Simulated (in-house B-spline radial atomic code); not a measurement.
**Sn¹⁰⁺: excited configurations**

Wanted: excitation energies of Sn¹⁰⁺ as differences of total energies (ΔSCF).

Method: Dirac-Hartree-Fock, average of configuration, Fermi nucleus, basis-set limit. Code: in-house B-spline radial atomic code version 1.

**1. The atom as given**

```
element       : tin (Z = 50)
charge        : +10
electrons     : 40
configuration : [Kr] 4d4
Hamiltonian   : Dirac-Coulomb
nucleus       : Fermi, rms radius 4.652 fm
```

Outer shells as boxes (Hund's rule):

[Kr] 4d4
```
[Kr] core
4d [↑ ][↑ ][↑ ][↑ ][  ]
```

The boxes only draw the lowest term's filling; these runs average over all states of the configuration.

The run's settings:

```ini
Z = 50
electrons = 40.0
configuration = [Kr] 4d4
hamiltonian = dirac
method = hf
spin_polarised = False
nucleus = fermi
rms_radius = 4.6519
mass_number = 120
atomic_mass = 119.902202557
speed_of_light = 137.035999084
```

This reference run was done before. Its total energy is -6144.834651 hartree, and its levels are (the highest eight at most):

```tsv
orbital	occupation	energy (eV)	<r> (bohr)
3p3/2	4	-935.21	0.3384
3d3/2	4	-712.47	0.3106
3d5/2	6	-703.56	0.3140
4s1/2	2	-336.21	0.7863
4p1/2	2	-288.18	0.8168
4p3/2	4	-279.18	0.8379
4d3/2	1.6	-207.58	0.9130
4d5/2	2.4	-206.10	0.9202
```

**2. [Kr] 4d3 7p1**

The run's settings:

```ini
Z = 50
electrons = 40.0
configuration = [Kr] 4d3 7p1
hamiltonian = dirac
method = hf
spin_polarised = False
nucleus = fermi
rms_radius = 4.6519
mass_number = 120
atomic_mass = 119.902202557
speed_of_light = 137.035999084
```

**3. Configuration [Ar] 3d10 4s2 4p5 4d4 8s1**

Changes to the settings of step 2:

```diff
@@ -2,3 +2,3 @@
 electrons = 40.0
-configuration = [Kr] 4d3 7p1
+configuration = [Ar] 3d10 4s2 4p5 4d4 8s1
 hamiltonian = dirac
```

**4. Configuration [Ar] 3d9 4s2 4p6 4d4 8s1**

Changes to the settings of step 3:

```diff
@@ -2,3 +2,3 @@
 electrons = 40.0
-configuration = [Ar] 3d10 4s2 4p5 4d4 8s1
+configuration = [Ar] 3d9 4s2 4p6 4d4 8s1
 hamiltonian = dirac
```

**5. Run with [Ar] 3d9 4s2 4p6 4d4 6d1**

Changes to the settings of step 4:

```diff
@@ -2,3 +2,3 @@
 electrons = 40.0
-configuration = [Ar] 3d9 4s2 4p6 4d4 8s1
+configuration = [Ar] 3d9 4s2 4p6 4d4 6d1
 hamiltonian = dirac
```

**6. Configuration [Kr] 4d3 8g1**

Changes to the settings of step 5:

```diff
@@ -2,3 +2,3 @@
 electrons = 40.0
-configuration = [Ar] 3d9 4s2 4p6 4d4 6d1
+configuration = [Kr] 4d3 8g1
 hamiltonian = dirac
```

**7. Configuration [Kr] 4d3 6f1**

Changes to the settings of step 6:

```diff
@@ -2,3 +2,3 @@
 electrons = 40.0
-configuration = [Kr] 4d3 8g1
+configuration = [Kr] 4d3 6f1
 hamiltonian = dirac
```

**8. [Ar] 3d9 4s2 4p6 4d4 7d1**

Changes to the settings of step 7:

```diff
@@ -2,3 +2,3 @@
 electrons = 40.0
-configuration = [Kr] 4d3 6f1
+configuration = [Ar] 3d9 4s2 4p6 4d4 7d1
 hamiltonian = dirac
```

**9. [Ar] 3d10 4s2 4p5 4d4 6g1**

Changes to the settings of step 8:

```diff
@@ -2,3 +2,3 @@
 electrons = 40.0
-configuration = [Ar] 3d9 4s2 4p6 4d4 7d1
+configuration = [Ar] 3d10 4s2 4p5 4d4 6g1
 hamiltonian = dirac
```

Q: How far above the reference does each configuration lie (order and size, in eV)?

As calculated:

| net move | configuration | energy above the reference (eV) | with Breit, QED, recoil (eV) | largest <r> (bohr) |
| --- | --- | --- | --- | --- |
| 4d → 6f | [Kr] 4d3 6f1 | 153.16 | 153.14 | 3.71 |
| 4d → 7p | [Kr] 4d3 7p1 | 153.66 | 153.67 | 4.27 |
| 4d → 8g | [Kr] 4d3 8g1 | 179.63 | 179.62 | 7.66 |
| 4p → 6g | [Ar] 3d10 4s2 4p5 4d4 6g1 | 234.48 | 234.28 | 3.88 |
| 4p → 8s | [Ar] 3d10 4s2 4p5 4d4 8s1 | 240.92 | 240.74 | 5.63 |
| 3d → 6d | [Ar] 3d9 4s2 4p6 4d4 6d1 | 631.23 | 630.98 | 3.18 |
| 3d → 7d | [Ar] 3d9 4s2 4p6 4d4 7d1 | 651.70 | 651.45 | 4.69 |
| 3d → 8s | [Ar] 3d9 4s2 4p6 4d4 8s1 | 657.18 | 656.94 | 5.61 |

Quantum defects of the promoted electron, δ = n − ζ/√(−2ε) with ζ = 11 and ε its orbital energy in hartree:

| promotion | δ |
| --- | --- |
| 4d → 6f | 0.405 |
| 4d → 7p | 1.378 |
| 4d → 8g | 0.061 |
| 4p → 6g | 0.049 |
| 4p → 8s | 1.588 |
| 3d → 6d | 1.012 |
| 3d → 7d | 0.998 |
| 3d → 8s | 1.602 |

**Reading.** At the bottom stands 4d → 6f (153.16 eV), at the top 3d → 8s (657.18 eV). Koopmans' estimate of the ionisation threshold is 206.10 eV; 5 configurations exceed it and could autoionise. The defect is largest for 8s (1.60) and least for 6g (0.05): low angular momentum penetrates the core, high angular momentum stays outside it. Two partly filled shells share a symmetry and can mix in the average, which may lower the energy, for: 3d → 6d; 3d → 7d; 3d → 8s. These are averages over configurations, without correlation, not spectroscopic levels.
